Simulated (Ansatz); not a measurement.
# Tc (P6_3/mmc): equation of state

Aim: the bulk modulus of Tc (P6_3/mmc) from energies at several volumes around the relaxed one, with shape and atoms relaxed at each.

Program: Ansatz 0.2.0. Level of theory: DFT r²SCAN, scalar-relativistic, plane waves, PAW. These are calculated values, not measurements.

## Step 1: The system as given

The structure is hexagonal, space group P6_3/mmc (No. 194). Conventional cell: a = 2.737 Å, b = 2.737 Å, c = 4.378 Å, α = 90.00°, β = 90.00°, γ = 120.00°. Around Tc (site symmetry -6m2) lie 12 Tc at 2.70 to 2.74 Å.

As a file:

```xyz
2
Lattice="2.7365 0.0000 0.0000 -1.3683 2.3699 0.0000 0.0000 0.0000 4.3780" Properties=species:S:1:pos:R:3 pbc="T T T"
Tc    0.0000    1.5799    1.0945
Tc    1.3683    0.7900    3.2835
```

This cell comes from an earlier session at r²SCAN: 14.196 Å³/atom at 0.00 GPa, on a 18×18×10 mesh.

Volume factors to run: 0.980, 1.020, 0.960, 1.040.

## Step 2: Volume × 0.980

Input file input.yaml:

```yaml
crystal:
  lattice:
    - [2.7181556785, 0.0, 0.0]
    - [-1.3590778393, 2.353991869, 0.0]
    - [0.0, 0.0, 4.3486621503]
  atoms:
    - { symbol: Tc, position: [0.3333333333, 0.6666666667, 0.25] }
    - { symbol: Tc, position: [0.6666666667, 0.3333333333, 0.75] }
basis:
  ecutwfc: 600
  ecutrho_ratio: 5
kpoints:
  mp_grid: { grid: [18, 18, 10] }
hamiltonian:
  xc: r2scan
scf:
  occupations: { method: gaussian, width: 0.05 }
output:
  forces: true
  stress: true
  eigenvalues: true
relax:
  f_tol: 0.01
  max_steps: 40
  cell: { stress_tol: 0.1, fix: [volume] }
```

Launch:

```
ansatz run input.yaml --threads 1 --pin off --max-ram 2560MiB --backend cpu --events-out ev --progress --plain --runs-dir out
```

What it wrote, cut to the lines that bear on the results:

```text
Warning: RAYON_NUM_THREADS=1 ignored (pool sized by the plan → 1); use --threads N
[...]
Pseudopotentials: kind: paw
Pseudopotential: Tc, paw, valence charge 15, recommended cutoff 500 eV (normal), Tc.paw.azcp
Functional definition: r2SCAN
[...]
Crystal: 2 atoms, lattice volume = 27.825 Å³
Basis set: ecut = 600 eV, 941 PW (Γ), exchange–correlation on 100×100×160 points (64 copies of the dense FFT grid, shifted against one another)
Bands: 19, of which v1, the nominal top of the filled ones, is band 15 counted from 1 (14 counted from 0)
Symmetry: 24 space group operations
Space group: P63/mmc (ITA 194), of the structure as read, at distance tolerance 3.0e-5 Å
k-points: 222 of 3240
[...]
SCF iter   1: F=—  HF=-10819.445198 eV  |F-HF|=—  |Δ(HF+E_count)|=         —  Δρ=5.98e-2  dr2=9.31e-1  dr2_τ=1.08e-1  ethr=3.10e-3  ⟨swp⟩=5.0  Hψ=17364  notcnv=0
[...]
relax step   1: F+E_penalty+E_count = -10819.19687864 eV  Δ(F+E_penalty+E_count) = +0.000e0 eV  max|allowed force component| = 3.007e-17 eV/Å  Δτ_max = 0.0000 Å  P = +6.758 GPa  Ω = 27.825 Å³  fix = [volume]  reactions: volume +6.758 GPa  (7 SCF iters, dr2 threshold 1.00e-7 eV, accepted)
[...]
relax step   2: F+E_penalty+E_count = -10819.19687864 eV  Δ(F+E_penalty+E_count) = -8.858e-10 eV  max|allowed force component| = 1.388e-17 eV/Å  Δτ_max = 0.0000 Å  P = +6.758 GPa  Ω = 27.825 Å³  fix = [volume]  reactions: volume +6.758 GPa  stress off target by 6.14e-2 GPa on what of the [...]
SCF converged after 3 iterations
Free energy (F): -10819.196879 eV
[...]
E sigma→0 (E₀):  -10819.195895 eV
Entropy (-TS):   -0.001967 eV (-0.983 meV/atom)
Fermi energy:    22.990331 eV
[...]
--- Forces (eV/Å), atoms counted from 1 ---
  atom   1  Tc    -0.00000000    -0.00000000     0.00000000
  atom   2  Tc     0.00000000     0.00000000     0.00000000
[...]
--- Stress (GPa, compression-positive) ---
        6.727012       0.000000       0.000000
        0.000000       6.727012       0.000000
        0.000000       0.000000       6.819048
  P = ⅓ Tr σ = 6.7577 GPa (67.577 kbar)
--- Band table (eV; the first three rows and the last of 222) ---
  k-point 0: bands = ["-45.8713", "-45.5727", "-17.8351", "-16.5348", "-16.5348", "-16.3160", "-16.3160", "-16.2646", "15.2317", "17.1412", "21.3482", "21.3482", "21.4400", "22.1318", "22.1318", "22.8760", "22.8760", "24.8285", "25.7891"]
[...]
--- Relaxed structure (1 steps of the walk, 1 accepted, 1 SCFs on fresh bases) ---
  F+E_penalty+E_count = -10819.19687864 eV   max|allowed force component| = 1.388e-17 eV/Å   (the final SCF, on the basis selected at the relaxed cell)
  cell:  # Å, volume = 27.8250 Å³
    - [2.7181556784873404, 2.8867596229328246e-11, 0.0]
    - [-1.3590778392686702, 2.35399186899653, 0.0]
    - [0.0, 0.0, 4.3486621503]
  atoms:
    - { symbol: Tc, position: [0.3333333333333333, 0.6666666666666666, 0.25] }
    - { symbol: Tc, position: [0.6666666666666666, 0.3333333333333333, 0.7499999999999999] }
```

It took 63 s on 1 thread of Arm Neoverse N1, shared host; peak memory 0.54 GiB.

Relaxation path:

| step | energy from step 1 (meV/atom) | largest force component (eV/Å) | pressure (GPa) | volume (Å³/atom) |
| --- | --- | --- | --- | --- |
| 1 | 0.0 | 0.000 | 6.76 | 13.912 |
| 2 | 0.0 | 0.000 | 6.76 | 13.912 |

Step 1 is the start. Step 2 repeats the geometry before it on a plane-wave basis chosen anew for the final cell, which leaves the energy as it was. The run keeps the 24 symmetry operations that it found, so it can't reach a distortion that breaks them.

This gives: volume 13.912 Å³/atom, pressure 6.76 GPa, no gap.

## Step 3: At 1.020 of the relaxed volume

Changes to input.yaml since step 2:

```diff
@@ -2,5 +2,5 @@
   lattice:
-    - [2.7181556785, 0.0, 0.0]
-    - [-1.3590778393, 2.353991869, 0.0]
-    - [0.0, 0.0, 4.3486621503]
+    - [2.7546453438, 0.0, 0.0]
+    - [-1.3773226719, 2.3855928462, 0.0]
+    - [0.0, 0.0, 4.4070404204]
   atoms:
```

Launch:

```
ansatz run input.yaml --threads 1 --pin off --max-ram 2560MiB --backend cpu --events-out ev --progress --plain --runs-dir out
```

What it wrote, cut to the lines that bear on the results:

```text
Warning: RAYON_NUM_THREADS=1 ignored (pool sized by the plan → 1); use --threads N
[...]
[... 3 set-up lines as earlier in the session ...]
[...]
Crystal: 2 atoms, lattice volume = 28.961 Å³
Basis set: ecut = 600 eV, 977 PW (Γ), exchange–correlation on 100×100×160 points (64 copies of the dense FFT grid, shifted against one another)
Bands: 19, of which v1, the nominal top of the filled ones, is band 15 counted from 1 (14 counted from 0)
[... 1 set-up line as earlier in the session ...]
Space group: P63/mmc (ITA 194), of the structure as read, at distance tolerance 3.1e-5 Å
k-points: 222 of 3240
[...]
SCF iter   1: F=—  HF=-10819.461131 eV  |F-HF|=—  |Δ(HF+E_count)|=         —  Δρ=5.92e-2  dr2=9.76e-1  dr2_τ=1.19e-1  ethr=3.10e-3  ⟨swp⟩=4.8  Hψ=17325  notcnv=0
[...]
--- Stress (GPa, compression-positive) ---
       -6.058896       0.000000      -0.000000
        0.000000      -6.058896       0.000000
       -0.000000       0.000000      -6.045092
  P = ⅓ Tr σ = -6.0543 GPa (-60.543 kbar)
--- Band table (eV; the first three rows and the last of 222) ---
  k-point 0: bands = ["-46.9196", "-46.6656", "-18.7933", "-17.6512", "-17.6512", "-17.4570", "-17.4570", "-17.4099", "14.3131", "16.3290", "20.3813", "20.3813", "20.4640", "21.1159", "21.1159", "21.8196", "21.8196", "23.6221", "24.5715"]
[...]
--- Relaxed structure (1 steps of the walk, 1 accepted, 1 SCFs on fresh bases) ---
  F+E_penalty+E_count = -10819.19772211 eV   max|allowed force component| = 3.643e-17 eV/Å   (the final SCF, on the basis selected at the relaxed cell)
  cell:  # Å, volume = 28.9607 Å³
    - [2.7546453438304153, 0.0, 0.0]
    - [-1.3773226719152076, 2.3855928461736595, 0.0]
    - [0.0, 0.0, 4.4070404204]
  atoms:
    - { symbol: Tc, position: [0.33333333333333337, 0.6666666666666667, 0.25000000000000006] }
    - { symbol: Tc, position: [0.6666666666666667, 0.33333333333333337, 0.7500000000000001] }
```

It took 66 s on 1 thread of Arm Neoverse N1, shared host; peak memory 0.54 GiB.

Step by step:

```csv
step,energy from step 1 (meV/atom),largest force component (eV/Å),pressure (GPa),volume (Å³/atom)
1,0.0,0.000,-6.05,14.480
2,0.0,0.000,-6.05,14.480
```

Step 1 is the start. Step 2 repeats the geometry before it on a plane-wave basis chosen anew for the final cell, which leaves the energy as it was. The run keeps the 24 symmetry operations that it found, so it can't reach a distortion that breaks them.

Result: volume 14.480 Å³/atom, pressure -6.05 GPa, no gap.

## Step 4: At 0.960 of the relaxed volume

Changes to input.yaml since step 3:

```diff
@@ -2,5 +2,5 @@
   lattice:
-    - [2.7546453438, 0.0, 0.0]
-    - [-1.3773226719, 2.3855928462, 0.0]
-    - [0.0, 0.0, 4.4070404204]
+    - [2.6995375896, 0.0, 0.0]
+    - [-1.3497687948, 2.337868131, 0.0]
+    - [0.0, 0.0, 4.3188758583]
   atoms:
```

Launch:

```
ansatz run input.yaml --threads 1 --pin off --max-ram 2560MiB --backend cpu --events-out ev --progress --plain --runs-dir out
```

What it wrote, cut to the lines that bear on the results:

```text
Warning: RAYON_NUM_THREADS=1 ignored (pool sized by the plan → 1); use --threads N
[...]
[... 3 set-up lines as earlier in the session ...]
[...]
Crystal: 2 atoms, lattice volume = 27.257 Å³
Basis set: ecut = 600 eV, 941 PW (Γ), exchange–correlation on 100×100×160 points (64 copies of the dense FFT grid, shifted against one another)
Bands: 19, of which v1, the nominal top of the filled ones, is band 15 counted from 1 (14 counted from 0)
[... 2 set-up lines as earlier in the session ...]
k-points: 222 of 3240
[...]
SCF iter   1: F=—  HF=-10819.399359 eV  |F-HF|=—  |Δ(HF+E_count)|=         —  Δρ=6.00e-2  dr2=9.06e-1  dr2_τ=1.02e-1  ethr=3.02e-3  ⟨swp⟩=1.0  Hψ=23451  notcnv=0
[...]
        0.000000      14.316777      -0.000000
        0.000000      -0.000000      14.243590
  P = ⅓ Tr σ = 14.2924 GPa (142.924 kbar)
--- Band table (eV; the first three rows and the last of 222) ---
  k-point 0: bands = ["-45.3191", "-44.9957", "-17.3317", "-15.9422", "-15.9422", "-15.7105", "-15.7105", "-15.6588", "15.7245", "17.5725", "21.8600", "21.8600", "21.9475", "22.6679", "22.6679", "23.4407", "23.4407", "25.4648", "26.4338"]
[...]
--- Relaxed structure (2 steps of the walk, 2 accepted, 1 SCFs on fresh bases) ---
  F+E_penalty+E_count = -10819.15981276 eV   max|allowed force component| = 3.816e-17 eV/Å   (the final SCF, on the basis selected at the relaxed cell)
  cell:  # Å, volume = 27.2571 Å³
    - [2.698915170836251, 0.0, 4.6068622519325295e-34]
    - [-1.3494575854181254, 2.3373291006034114, 9.976366929376548e-21]
    - [7.370323806310858e-34, 1.8429906166607692e-20, 4.320868110007931]
  atoms:
    - { symbol: Tc, position: [0.3333333333333333, 0.6666666666666666, 0.24999999999999997] }
    - { symbol: Tc, position: [0.6666666666666666, 0.3333333333333333, 0.7499999999999999] }
```

Wall time 98 s (1 thread of Arm Neoverse N1, shared host); peak memory 0.54 GiB.

The steps of the relaxation:

| step | energy from step 1 (meV/atom) | largest force component (eV/Å) | pressure (GPa) | volume (Å³/atom) |
| --- | --- | --- | --- | --- |
| 1 | 0.0 | 0.000 | 14.29 | 13.629 |
| 2 | 0.0 | 0.000 | 14.29 | 13.629 |
| 3 | 0.0 | 0.000 | 14.29 | 13.629 |

Step 1 is the start. Step 3 repeats the geometry before it on a plane-wave basis chosen anew for the final cell, which leaves the energy as it was.

Read off: volume 13.629 Å³/atom, pressure 14.29 GPa, no gap.

## Step 5: At 1.040 of the relaxed volume

Changes to input.yaml since step 4:

```diff
@@ -2,5 +2,5 @@
   lattice:
-    - [2.6995375896, 0.0, 0.0]
-    - [-1.3497687948, 2.337868131, 0.0]
-    - [0.0, 0.0, 4.3188758583]
+    - [2.7725331525, 0.0, 0.0]
+    - [-1.3862665762, 2.4010841429, 0.0]
+    - [0.0, 0.0, 4.4356583679]
   atoms:
```

Launch:

```
ansatz run input.yaml --threads 1 --pin off --max-ram 2560MiB --backend cpu --events-out ev --progress --plain --runs-dir out
```

What it wrote, cut to the lines that bear on the results:

```text
Warning: RAYON_NUM_THREADS=1 ignored (pool sized by the plan → 1); use --threads N
[...]
[... 3 set-up lines as earlier in the session ...]
[...]
Crystal: 2 atoms, lattice volume = 29.529 Å³
Basis set: ecut = 600 eV, 989 PW (Γ), exchange–correlation on 100×100×160 points (64 copies of the dense FFT grid, shifted against one another)
Bands: 19, of which v1, the nominal top of the filled ones, is band 15 counted from 1 (14 counted from 0)
[... 2 set-up lines as earlier in the session ...]
k-points: 222 of 3240
[...]
SCF iter   1: F=—  HF=-10819.435929 eV  |F-HF|=—  |Δ(HF+E_count)|=         —  Δρ=5.89e-2  dr2=9.94e-1  dr2_τ=1.25e-1  ethr=3.10e-3  ⟨swp⟩=4.9  Hψ=17304  notcnv=0
[...]
--- Stress (GPa, compression-positive) ---
      -11.472962       0.000000      -0.000000
        0.000000     -11.472962      -0.000000
       -0.000000      -0.000000     -11.511277
  P = ⅓ Tr σ = -11.4857 GPa (-114.857 kbar)
--- Band table (eV; the first three rows and the last of 222) ---
  k-point 0: bands = ["-47.4171", "-47.1824", "-19.2500", "-18.1783", "-18.1783", "-17.9952", "-17.9952", "-17.9500", "13.8846", "15.9456", "19.9233", "19.9233", "20.0017", "20.6350", "20.6350", "21.3197", "21.3197", "23.0576", "23.9961"]
[...]
--- Relaxed structure (1 steps of the walk, 1 accepted, 1 SCFs on fresh bases) ---
  F+E_penalty+E_count = -10819.16646887 eV   max|allowed force component| = 4.395e-17 eV/Å   (the final SCF, on the basis selected at the relaxed cell)
  cell:  # Å, volume = 29.5286 Å³
    - [2.7725331525002566, -2.8867561379875133e-11, 0.0]
    - [-1.3862665762251283, 2.401084142914211, 0.0]
    - [0.0, 0.0, 4.4356583679]
  atoms:
    - { symbol: Tc, position: [0.3333333333333333, 0.6666666666666665, 0.25] }
    - { symbol: Tc, position: [0.6666666666666666, 0.33333333333333326, 0.75] }
```

Wall time 70 s (1 thread of Arm Neoverse N1, shared host); peak memory 0.55 GiB.

The steps of the relaxation:

| step | energy from step 1 (meV/atom) | largest force component (eV/Å) | pressure (GPa) | volume (Å³/atom) |
| --- | --- | --- | --- | --- |
| 1 | 0.0 | 0.000 | -11.49 | 14.764 |
| 2 | 0.0 | 0.000 | -11.49 | 14.764 |

Step 1 is the start. Step 2 repeats the geometry before it on a plane-wave basis chosen anew for the final cell, which leaves the energy as it was.

Result: volume 14.764 Å³/atom, pressure -11.49 GPa, no gap.

## Step 6: Energy and pressure against volume

Energies have the smearing extrapolated to zero and count from the lowest point.

```csv
volume (Å³/atom),energy (meV/atom),pressure (GPa),gap (eV)
13.629,24.35,14.29,metal
13.912,5.84,6.76,metal
14.196,0.00,0.00,metal
14.480,5.49,-6.05,metal
14.764,21.14,-11.49,metal
```

volume (Å³/atom), energy (meV/atom) and a bar:
```
    13.63       24.4 ##############################
    13.91        5.8 #######
    14.20        0.0 
    14.48        5.5 #######
    14.76       21.1 ##########################
```

## Step 7: What came out

| quantity | value |
| --- | --- |
| V0 | 14.196 Å³/atom |
| B0 | 320 GPa |
| B0′ | 4.5 |
| scatter of the fit | 0.000 meV/atom |

The fitted minimum lies at 14.20 Å³/atom, and the bulk modulus is 320 GPa, a stiff solid. One per cent of compression takes about 3.2 GPa. These are values at 0 K without zero-point motion.
